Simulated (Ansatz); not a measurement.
# C3H7BFNSi: the cost of one run

All numbers below are computed with Ansatz 0.2.0 (RKS B3LYP-D4/STO-3G).

## 1. Starting point

Bond lengths: C1–N2 1.334 Å, N2–Si3 1.777 Å, Si3–F4 1.611 Å, Si3–B5 1.946 Å, B5–C6 1.630 Å, Si3–C7 1.883 Å, C6–C7 1.534 Å, C1–H8 1.051 Å, C1–H9 1.105 Å, B5–H10 1.159 Å, C6–H11 1.089 Å, C6–H12 1.117 Å, C7–H13 1.046 Å, C7–H14 1.131 Å. Angles (14 of 25 angles, heavy atoms first): C1–N2–Si3 122.3°, N2–Si3–F4 116.6°, N2–Si3–B5 113.6°, N2–Si3–C7 111.8°, F4–Si3–B5 116.9°, F4–Si3–C7 112.7°, B5–Si3–C7 79.7°, Si3–B5–C6 86.8°, B5–C6–C7 101.6°, Si3–C7–C6 91.9°, N2–C1–H8 116.7°, N2–C1–H9 117.4°, Si3–B5–H10 137.0°, C6–B5–H10 136.0°.

Structure file:

```xyz
14

C    -0.4897   -2.6965   -0.6089
N    -0.6873   -1.4521   -1.0468
Si   -0.8394   -0.0705    0.0596
F    -2.0425   -0.1333    1.1293
B    -0.5049    1.6478   -0.7909
C     0.8671    1.7118    0.0863
C     0.8109    0.3808    0.8463
H    -0.4280   -3.4496   -1.3387
H    -0.4796   -2.8561    0.4841
H    -1.0584    2.3524   -1.5263
H     1.7403    1.7255   -0.5650
H     0.8885    2.5718    0.7984
H     1.5482   -0.2972    0.5449
H     0.6618    0.5361    1.9567
```

## 2. Relaxing the start

Contents of input.yaml:

```yaml
crystal:
  periodic: [false, false, false]
  atoms:
    - { symbol: C, position_ang: [-0.4897, -2.6965, -0.6089] }
    - { symbol: "N", position_ang: [-0.6873, -1.4521, -1.0468] }
    - { symbol: Si, position_ang: [-0.8394, -0.0705, 0.0596] }
    - { symbol: F, position_ang: [-2.0425, -0.1333, 1.1293] }
    - { symbol: B, position_ang: [-0.5049, 1.6478, -0.7909] }
    - { symbol: C, position_ang: [0.8671, 1.7118, 0.0863] }
    - { symbol: C, position_ang: [0.8109, 0.3808, 0.8463] }
    - { symbol: H, position_ang: [-0.428, -3.4496, -1.3387] }
    - { symbol: H, position_ang: [-0.4796, -2.8561, 0.4841] }
    - { symbol: H, position_ang: [-1.0584, 2.3524, -1.5263] }
    - { symbol: H, position_ang: [1.7403, 1.7255, -0.565] }
    - { symbol: H, position_ang: [0.8885, 2.5718, 0.7984] }
    - { symbol: H, position_ang: [1.5482, -0.2972, 0.5449] }
    - { symbol: H, position_ang: [0.6618, 0.5361, 1.9567] }
basis:
  gaussian: { orbitals: STO-3G }
hamiltonian:
  xc: b3lyp
  dispersion: d4
relax:
  f_tol: 0.02
  max_steps: 40
```

The run is started by

```console
$ ansatz run input.yaml --threads 1 --pin off --max-ram 2048MiB --backend cpu --events-out ev --progress --plain --runs-dir out
```

Q: Estimate wall time and peak memory on 1 thread of Arm Neoverse V2, shared host.

About 86 s, with a peak of 0.18 GiB.
